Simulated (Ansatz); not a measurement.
**TiSi+ (quartet): from Hartree-Fock to the top rungs, def2-TZVPP**

The task here is to estimate one member of a computed series from the others.

The runs use Ansatz 0.2.0, Gaussian basis; def2-TZVPP, core rule «outside noble gas», up to 14 orbitals frozen.

Plan: UHF; CCSD(T) on ROHF; CCSD(T) on UHF; CCSDT(Q) on ROHF; CCSDT(Q) on UHF.

18 further runs of the same task are left out: 12 for a known fault of the program, 6 set aside as unsound or not needed.

### The geometry

The geometry is a PBE0/def2-TZVP stationary point (not a proven minimum) of the parent state, kept for this charge and spin.

2 atoms, charge 1, spin multiplicity 4.

Atoms are counted from 1 here; the program's logs count them from 0.

Bond lengths: Ti1–Si2 2.462 Å.

As a file:

```xyz
2

Ti    0.0000    0.0000    0.0000
Si    0.0000    0.0000    2.4616
```

Set-up of the first run:

Contents of in.yaml:

```yaml
crystal:
  periodic: [false, false, false]
  atoms:
    - {symbol: Ti, position_ang: [0.000000, 0.000000, 0.000000]}
    - {symbol: Si, position_ang: [0.000000, 0.000000, 2.461600]}
basis:
  gaussian: {orbitals: def2-TZVPP}
total_charge: 1
magnetization: {spin_polarized: true, initial_magnetization: 3}
hamiltonian: {xc: hf}
output: {orbitals: {seedname: orbitals}}
```

Started as:

```sh
$ ansatz run in.yaml --threads 1 --pin off --events-out ev --progress --plain --max-ram 4096MiB --backend cpu
```

Among the steps run: UHF; CCSD(T) on ROHF; CCSD(T) on UHF; CCSDT(Q) on ROHF; CCSDT(Q) on UHF.

One of the session's tables, all rows but one given; the rest of the session is left out.

It belongs to the step «Misses and costs». 

```
   method  from RCCSDT(Q) (meV)
     RMP2               +1706.7
     UMP2               +1685.1
    RCCSD                +569.3
    UCCSD                +538.5
 RCCSD(T)                +180.6
 UCCSD(T)                +242.2
   RCCSDT                     ?
   UCCSDT                 +65.2
RCCSDT(Q)                     0
UCCSDT(Q)                 -13.1
```

Q: Estimate the row for RCCSDT from the others.

As computed: from RCCSDT(Q) (meV): +75.4. In the column «from RCCSDT(Q) (meV)» it lies between UCCSDT (+65.2) and RCCSD(T) (+180.6).

Left out of the table: ROHF, UHF (another determinant or state than the rows shown).

Caveats from the session: The determinant is far from a pure spin state, so its energy mixes those of several spin states (harmless only where they are near-degenerate, as at dissociation). Warnings: spin contamination; coupled cluster took another determinant than the lowest; large T1 diagnostic. Restricted and unrestricted rows rest on different reference determinants; where their highest levels disagree by more than a few hundredths of an eV, they describe different states and don't form one ladder.
